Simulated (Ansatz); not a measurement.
Predict the output of the script below (the Ansatz DFT code, driven from Python).

`formation_camg.py`:
```python
"""Formation energy of CaMg from the elements, after relaxing cells and atoms."""

from collections import Counter
import warnings

import ansatz as az
import numpy as np

PHASES = {
    "CaMg": (
        [[4.027372, 0.0, 0.0], [0.0, 4.027372, 0.0], [0.0, 0.0, 3.861624]],
        [
            ("Ca", [0.0, 0.0, 0.5]),
            ("Mg", [0.5, 0.5, 0.0]),
        ],
    ),
    "Ca": (
        [[0.0, 2.7942, 2.7942], [2.7942, 0.0, 2.7942], [2.7942, 2.7942, 0.0]],
        [
            ("Ca", [0.0, 0.0, 0.0]),
        ],
    ),
    "Mg": (
        [[3.2093, 0.0, 0.0], [-1.60465, 2.779335, 0.0], [0.0, 0.0, 5.2103]],
        [
            ("Mg", [1 / 3, 2 / 3, 0.25]),
            ("Mg", [2 / 3, 1 / 3, 0.75]),
        ],
    ),
}


def build(vectors, sites):
    crystal = az.Crystal(lattice=az.Lattice.of(vectors))
    for symbol, position in sites:
        crystal = crystal.atom(symbol, position)
    return crystal


def solve(name, crystal):
    calc = (
        crystal.calculation()
        .basis(420)
        .scf(tolerance=1e-07)
        .functional("PBEsol")
        .kpoints(spacing=0.33)
        .occupations("fermi_dirac", width=0.05)
        .stress()
    )
    calc = calc.relax(force_tolerance=0.01, cell=True)
    return calc.run()


def counts(outcome):
    return Counter(site.symbol for site in outcome.lattice.sites)

def formation_energy(outcome, mu):
    n = counts(outcome)
    return (outcome.report["energy_sigma0_ev"] - sum(k * mu[element] for element, k in n.items())) / sum(n.values())


def volume_per_atom(outcome):
    return abs(np.linalg.det(outcome.lattice.cell_ang)) / len(outcome.lattice.sites)

warnings.simplefilter("ignore", az.DeckWarning)

phases = {name: build(*cell) for name, cell in PHASES.items()}

done = {name: solve(name, crystal) for name, crystal in phases.items()}

# chemical potentials of the elements at zero temperature
references = {"Ca": "Ca", "Mg": "Mg"}
mu = {element: done[name].report["energy_sigma0_ev"] / len(done[name].lattice.sites) for element, name in references.items()}

target = done["CaMg"]
heat = formation_energy(target, mu)
n = counts(target)
print("cell content:", dict(n), " volume", round(volume_per_atom(target), 3), "A^3/atom")
print("formation energy", round(heat, 4), "eV/atom,", round(heat * sum(n.values()), 4), "eV per cell")
print("bound against the elements" if heat < 0 else "unbound against the elements")
```

`python formation_camg.py` gives:
```text
cell content: {<Element.CA: 'Ca'>: 1, <Element.MG: 'Mg'>: 1}  volume 30.334 A^3/atom
formation energy -0.0983 eV/atom, -0.1965 eV per cell
bound against the elements
```

Notes:
- For the metals among these phases the mesh is modest: differences between phases can be off by up to 40 meV an atom.
- The program warned that this SCF threshold is loose for forces or stresses.
- The cells come from databases of deposited and of computed structures, and not all need be stable phases.
- The compound is the structure given, not necessarily its lowest; energies are at zero temperature, with no correction for gases. A semilocal functional's error on such energies is often 0.05 to 0.1 eV an atom, and 0.1 to 0.3 eV against gases such as O2 or F2.
- The script silences the warnings on its input, which a real study should read.
- Finished in 6.4 s on 1 thread of AMD EPYC 9R14 (Zen 4) (shared host), peak memory 0.4 GiB.

(Lines on the test bed's own set-up are left out of the output.)
